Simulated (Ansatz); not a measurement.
# C₄H₃CoO₄Si: vertical ionisation energy

An exercise on one series of results from a longer session: the logs are not shown, and one member is left open.

Program: Ansatz 0.2.0, Gaussian basis. Level of theory: unrestricted cation, the program's frozen cores in correlated methods. These are calculated values, not measurements.

Levels to be run: UKS PBE-D4/def2-TZVPP; UKS r2SCAN-D4/def2-TZVPP; UKS PBE0-D4/def2-TZVPP; UKS B3LYP-D4/def2-TZVPP; UKS wB97X-V/def2-TZVPP; UKS wB97M-V/def2-TZVPP; UKS B2PLYP/def2-TZVPP; UHF-CCSD(T)/def2-TZVPP; UHF-MP2/def2-QZVPP; extrapolation to the limit; then −ε(HOMO) from the neutral's earlier runs with LDA (SPW92), PBE-D4, revPBE-D4, BLYP-D4, r2SCAN-D4, B97M-V, PBE0-D4, B3LYP-D4, r2SCANh-D4, r2SCAN0-D4, HSE06-D4, BHLYP-D4, CAM-B3LYP-D4, LC-ωPBE, ωB97X-V, ωB97M-V.

**Structure used throughout**

All runs share one geometry, relaxed beforehand with PBE0-D4 in a triple-zeta def2 set.

SMILES `[O+]#[C][Co-4]([SiH3])([C]#[O+])([C]#[O+])[C]#[O+]`, 13 atoms, charge 0, spin multiplicity 1.

Atoms are counted from 1 here; the program's logs count them from 0.

Bond lengths: O1–C2 1.137 Å, C2–Co3 1.778 Å, Co3–Si4 2.329 Å, Co3–C5 1.778 Å, Co3–C7 1.778 Å, Co3–C9 1.782 Å, Si4–H11 1.487 Å, Si4–H12 1.487 Å, Si4–H13 1.487 Å, C5–O6 1.137 Å, C7–O8 1.137 Å, C9–O10 1.133 Å. Angles: O1–C2–Co3 179.7°, C2–Co3–Si4 82.5°, C2–Co3–C5 118.3°, C2–Co3–C7 118.3°, C2–Co3–C9 97.5°, Si4–Co3–C5 82.5°, Si4–Co3–C7 82.5°, Si4–Co3–C9 180.0°, C5–Co3–C7 118.3°, C5–Co3–C9 97.5°, C7–Co3–C9 97.5°, Co3–Si4–H11 110.9°, Co3–Si4–H12 110.9°, Co3–Si4–H13 110.9°, H11–Si4–H12 108.0°, H11–Si4–H13 108.0°, H12–Si4–H13 108.0°, Co3–C5–O6 179.7° and more.

Coordinates:

```mol
C4H3CoO4Si
  3D, bonds by distance, orders not assigned

 13 12  0  0  0  0  0  0  0  0999 V2000
    0.2386   -0.1752    2.8853 O   0  0
    0.3282    0.0446    1.7736 C   0  0
    0.4752    0.3936    0.0364 Co  0  0
   -1.3154   -1.0896   -0.1014 Si  0  0
   -0.6956    1.5103   -0.7011 C   0  0
   -1.4405    2.2282   -1.1721 O   0  0
    1.2565   -0.8182   -1.0041 C   0  0
    1.7602   -1.5902   -1.6692 O   0  0
    1.8450    1.5283    0.1420 C   0  0
    2.7161    2.2497    0.2092 O   0  0
   -2.4816   -0.5860    0.6714 H   0  0
   -0.9431   -2.4221    0.4432 H   0  0
   -1.7437   -1.2733   -1.5134 H   0  0
  1  2  8  0
  2  3  8  0
  3  4  8  0
  3  5  8  0
  5  6  8  0
  3  7  8  0
  7  8  8  0
  3  9  8  0
  9 10  8  0
  4 11  8  0
  4 12  8  0
  4 13  8  0
M  END
```

The first run:

Input file in.yaml:

```yaml
crystal:
  periodic: [false, false, false]
  atoms:
    - {symbol: O, position_ang: [0.238649, -0.175227, 2.885309]}
    - {symbol: C, position_ang: [0.328234, 0.044562, 1.773619]}
    - {symbol: Co, position_ang: [0.475209, 0.393638, 0.036392]}
    - {symbol: Si, position_ang: [-1.315446, -1.089636, -0.101378]}
    - {symbol: C, position_ang: [-0.695578, 1.510287, -0.701064]}
    - {symbol: O, position_ang: [-1.440504, 2.228225, -1.172059]}
    - {symbol: C, position_ang: [1.256474, -0.818229, -1.004059]}
    - {symbol: O, position_ang: [1.760237, -1.590207, -1.669232]}
    - {symbol: C, position_ang: [1.845015, 1.528285, 0.141960]}
    - {symbol: O, position_ang: [2.716088, 2.249718, 0.209240]}
    - {symbol: H, position_ang: [-2.481602, -0.586005, 0.671417]}
    - {symbol: H, position_ang: [-0.943061, -2.422146, 0.443209]}
    - {symbol: H, position_ang: [-1.743713, -1.273285, -1.513364]}
basis:
  gaussian: {orbitals: def2-TZVPP}
total_charge: 1
magnetization: {spin_polarized: true, initial_magnetization: 1}
hamiltonian: {xc: pbe, dispersion: d4}
```

Command:

```bash
$ ansatz run in.yaml --threads 4 --pin off --events-out ev --progress --plain --max-ram 66560MiB --backend cuda --devices 0, --max-vram 37GiB
```

Steps of the session up to this table: Cation, UKS PBE-D4/def2-TZVPP; Cation, UKS r2SCAN-D4/def2-TZVPP; Cation, UKS PBE0-D4/def2-TZVPP; Cation, UKS B3LYP-D4/def2-TZVPP; Cation, UKS wB97X-V/def2-TZVPP; Cation, UKS wB97M-V/def2-TZVPP; Cation, UKS B2PLYP (frozen core)/def2-TZVPP; Cation, UHF-CCSD(T)/def2-TZVPP; Cation, UHF-MP2/def2-QZVPP.

One table of the session follows, with a row left open; its other results are not shown here.

For comparison, −ε(HOMO) of the neutral from earlier runs:

```
  functional  −ε(HOMO) (eV)
 LDA (SPW92)           6.76
      PBE-D4              ?
   revPBE-D4           6.42
     BLYP-D4           6.35
   r2SCAN-D4           6.71
      B97M-V           6.61
     PBE0-D4           7.71
    B3LYP-D4           7.47
  r2SCANh-D4           7.16
  r2SCAN0-D4           7.88
    HSE06-D4           7.31
    BHLYP-D4           8.86
CAM-B3LYP-D4           8.98
     LC-ωPBE          10.23
     ωB97X-V           9.93
     ωB97M-V           9.88
```

Estimate the missing values for PBE-D4.

As computed: −ε(HOMO) (eV): 6.51. In the column «−ε(HOMO) (eV)» it lies between revPBE-D4 (6.42) and B97M-V (6.61).
